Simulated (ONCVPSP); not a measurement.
**Pseudopotential generation for Zn: ONCV, PBE**

Task: generate the file, and judge it by its errors in other configurations, its logarithmic derivatives, its ghosts and its cutoff.

Method: ONCVPSP 4.0.1.1 (patched build), PBE, scalar-relativistic.

**1. The atom and the settings**

Typed settings, in words:

| Property | Result |
| --- | --- |
| element | zinc (Zn, Z = 30) |
| type | optimised norm-conserving Vanderbilt (ONCV) |
| frozen core | [Ne] |
| valence charge | 20 |
| reference configuration | 3s2 3p6 3d10 (charge +2) |
| partial waves | 3s: rc 0.70 bohr, ncon 4, nbas 7, qcut 8.1 1/bohr, 2 projectors, debl 1.8 Ha; 3p: rc 0.90 bohr, ncon 3, nbas 7, qcut 13.9 1/bohr, 1 projector; 3d: rc 1.40 bohr, ncon 4, nbas 9, qcut 9 1/bohr, 3 projectors, debl 2.6 Ha |
| local potential | polynomial inside 0.65 bohr (lpopt 4, dvloc0 0 Ha) |
| core correction | Teter function, fcfact 4.75, rcfact 1.45 |

**2. The generation run**

Zn.dat

```
# ATOM AND REFERENCE CONFIGURATION
# atsym  z   nc   nv     iexc    psfile
  Zn 30.00    3    3        4      upf
#
#   n    l    f
    1    0    2.00
    2    0    2.00
    2    1    6.00
    3    0    2.00
    3    1    6.00
    3    2   10.00
#
# PSEUDOPOTENTIAL AND OPTIMIZATION
# lmax
    2
#
#   l,   rc,      ep,       ncon, nbas, qcut
    0    0.70    0.00    4    7    8.10
    1    0.90    0.00    3    7   13.90
    2    1.40    0.00    4    9    9.00
#
# LOCAL POTENTIAL
# lloc, lpopt,  rc(5),   dvloc0
    4    4    0.65    0.00
#
# VANDERBILT-KLEINMAN-BYLANDER PROJECTORs
# l, nproj, debl
    0    2    1.80
    1    1    2.70
    2    3    2.60
#
# MODEL CORE CHARGE
# icmod, fcfact, rcfact
    3    4.75    1.45
#
# LOG DERIVATIVE ANALYSIS
# epsh1, epsh2, depsh
   -7.00    5.00    0.04
#
# OUTPUT GRID
# rlmax, drl
    6.00    0.01
#
# TEST CONFIGURATIONS
# ncnf
    4
# nvcnf
#   n    l    f
    4
    3    0    2.00
    3    1    6.00
    3    2   10.00
    4    0    2.00
#
    4
    3    0    2.00
    3    1    6.00
    3    2   10.00
    4    0    1.00
#
    3
    3    0    2.00
    3    1    6.00
    3    2    9.00
#
    4
    3    0    2.00
    3    1    6.00
    3    2   10.00
    4    1    1.00
#
```

Command:

```bash
$ oncvpsp.x < Zn.dat > Zn.out
```

Q: Predict the outcome of this session. Wanted: cutoffs for 1 and 0.1 mHa per electron, occupied waves; bound ghosts; GHOST(+) flags; largest test error; largest phase difference near zero energy, channels read; rms error of d²Exc/dn², without and with the model core; projector energies reset by the program.

As calculated:

```
                                                quantity                       value
  cutoffs for 1 and 0.1 mHa per electron, occupied waves           248 Ha and 331 Ha
                                            bound ghosts            d at -3889.57 eV
                                          GHOST(+) flags  d at 2376 eV, d at 3799 eV
                            largest test error (AE − PS)   +118 meV, for 3s2 3p6 3d9
largest phase difference near zero energy, channels read                   0.005 rad
 rms error of d²Exc/dn², without and with the model core           2.82 and 1.61 mHa
                 projector energies reset by the program         s: -5.517, 0.250 Ha
```

What this shows: It has a bound ghost (d), a state that the atom doesn't have, and that rules the file out. By total energies transferability is fair for so large an energy: the largest error is 118 meV on 40.5 eV, for 3s2 3p6 3d9. The potential is very hard: the looser tolerance needs 248 Ha. At the looser tolerance the 3s wave is the slowest; 3p needs 49 Ha. Near zero energy the phases of the channels with partial waves agree within 0.005 rad. The program also flags highly localised states, GHOST(+) (d). All of this concerns the isolated atom, not yet a solid.
